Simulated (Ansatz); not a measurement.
The system is Sn3Te.

```
CELL_PARAMETERS angstrom
4.86562 0.00000 0.00000
0.00000 4.86562 0.00000
0.00000 0.00000 4.86562
ATOMIC_POSITIONS crystal
Te 0.00000 0.00000 0.00000
Sn 0.00000 0.50000 0.50000
Sn 0.50000 0.00000 0.50000
Sn 0.50000 0.50000 0.00000
```

The cell comes from a database or a generator and needn't be the stable form of this composition.

| Item | Value |
| --- | --- |
| Program | Ansatz 0.2.0 |
| Task | single point |
| Functional | PBE |
| Potentials or basis | Ansatz PAW |
| Cutoff | 420 eV (not typed: the program's choice for these potentials) |
| k mesh | 6 × 6 × 6 |
| Occupations | fermi-dirac, width 0.05 eV |
| Spin | no spin polarisation |

On this cell: pressure 0.3 GPa; largest force zero by symmetry; band gap on the k mesh none (metal or under the smearing width).

The same run follows on a disturbed copy (atoms moved at random, drawn with an rms of 0.05 Å):

```
Te Sn
1.0
     4.86562    0.00000    0.00000
     0.00000    4.86562    0.00000
     0.00000    0.00000    4.86562
Te Sn
1 3
Direct
  0.00673 0.98858 0.99664
  0.99890 0.50418 0.49890
  0.50157 0.00640 0.49978
  0.48993 0.50469 0.99880
```

What does the disturbed cell give?

The energy (extrapolated to zero smearing) moves by +0.5 meV/atom; pressure 0.4 GPa; largest force 0.098 eV/Å; band gap on the k mesh none (metal or under the smearing width).

Forces on the atoms (eV/Å):
```
Te  -0.054  0.052  0.012
Sn  -0.045 -0.059 -0.013
Sn   0.073  0.065 -0.009
Sn   0.027 -0.057  0.010
```
